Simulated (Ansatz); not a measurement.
# Ni (Nickel): how the settings move a single-point run

Question: which choices in the input matter for Ni (Nickel)?

Program: Ansatz 0.2.0. Level of theory: reference: DFT, LDA, PAW with Ansatz's default frozen-core files, scalar-relativistic. These are calculated values, not measurements.

## 1. The starting structure

It takes space group Fm-3m (No. 225, cubic). The conventional cell has a = 3.524 Å, b = 3.524 Å, c = 3.524 Å, α = 90.00°, β = 90.00°, γ = 90.00°. Ni (site symmetry m-3m) has 12 Ni at 2.49 Å as nearest neighbours.

Coordinates:

```cif
data_structure
_symmetry_space_group_name_H-M 'P 1'
_symmetry_Int_Tables_number 1
_cell_length_a 2.4918
_cell_length_b 3.5239
_cell_length_c 4.9835
_cell_angle_alpha 90.000
_cell_angle_beta 90.000
_cell_angle_gamma 90.000
_cell_volume 43.76
loop_
_atom_site_label
_atom_site_type_symbol
_atom_site_fract_x
_atom_site_fract_y
_atom_site_fract_z
_atom_site_occupancy
Ni1 Ni 0.00000 0.00000 0.00000 1
Ni2 Ni 0.00000 0.00000 0.50000 1
Ni3 Ni 0.50000 0.50000 0.25000 1
Ni4 Ni 0.50000 0.50000 0.75000 1
```

## 2. The reference run

input.yaml

```yaml
crystal:
  lattice:
    - [0.0, 1.761935, 1.761935]
    - [-3.52387, 0.0, 0.0]
    - [0.0, -3.52387, 3.52387]
  atoms:
    - { symbol: Ni, position: [0.0, 0.0, 0.0], spin: 0.6 }
    - { symbol: Ni, position: [0.0, 0.0, 0.5], spin: -0.6 }
    - { symbol: Ni, position: [0.5, 0.5, 0.25], spin: 0.6 }
    - { symbol: Ni, position: [0.5, 0.5, 0.75], spin: -0.6 }
magnetization:
  spin_polarized: true
kpoints:
  mp_grid: { grid: [12, 9, 6] }
scf:
  occupations: { method: fermi_dirac, width: 0.1 }
  lower_state_search: "off"
hamiltonian:
  xc: lda
  pseudopotentials: { kind: paw }
output:
  forces: true
  stress: true
  eigenvalues: true
  populations: true
```

Launch:

```sh
$ ansatz run input.yaml --threads 2 --pin off --max-ram 6144MiB --backend cpu --events-out ev --progress --plain --runs-dir out
```

## 3. Variant: occupations.method tetrahedron_uncorrected, xc r2scan, width left out

input.yaml: that of step 2 with these lines changed.

```diff
@@ -15,6 +15,6 @@
 scf:
-  occupations: { method: fermi_dirac, width: 0.1 }
+  occupations: { method: tetrahedron_uncorrected }
   lower_state_search: "off"
 hamiltonian:
-  xc: lda
+  xc: r2scan
   pseudopotentials: { kind: paw }
```

Q: Predict the outcome of this session. Wanted: for each run, ending; energy change; pressure; abs. moment; force.

As calculated:

| run | ending | energy change | pressure (GPa) | abs. moment (μB) | force (eV/Å) | cycles | time |
| --- | --- | --- | --- | --- | --- | --- | --- |
| reference | converged | - | -18.4 | 0.00 | 0.00 | 22 | 22 s |
| 1: occupations.method tetrahedron_uncorrected, xc r2scan, width left out | converged | not comparable | -8.6 | 2.22 | 0.20 | 22 | 51 s |

Residual by cycle in the longest SCF loop of each run; runs are numbered as in the table. The quantity is the density residual dr2, in eV.

| cycle | reference | run 1 |
| --- | --- | --- |
| 1 | 0.0359 | 0.638 |
| 3 | 0.0401 | 0.014 |
| 5 | 8.0e-4 | 0.00224 |
| 7 | 3.6e-4 | 0.00564 |
| 9 | 6.4e-5 | 2.6e-4 |
| 11 | 1.7e-6 | 2.4e-5 |
| 12 | 4.3e-6 | 1.6e-4 |
| 14 | 1.6e-6 | 6.2e-5 |
| 16 | 2.4e-5 | 2.5e-6 |
| 18 | 8.2e-6 | 3.9e-8 |
| 20 | 8.0e-8 | 9.7e-9 |
| 22 | 8.7e-10 | 1.7e-8 |

**Reading.** Total energies don't compare across a change of functional; the pressure goes from -18.4 to -8.6 GPa, the absolute moment goes from 0.00 to 2.22 μB and the largest force goes from 0.00 to 0.20 eV/Å. The smearing changed too. Cost: 51 s against 22 s. The structure is not at rest: the sound run finds -18 GPa, so these are no properties of the relaxed crystal. 
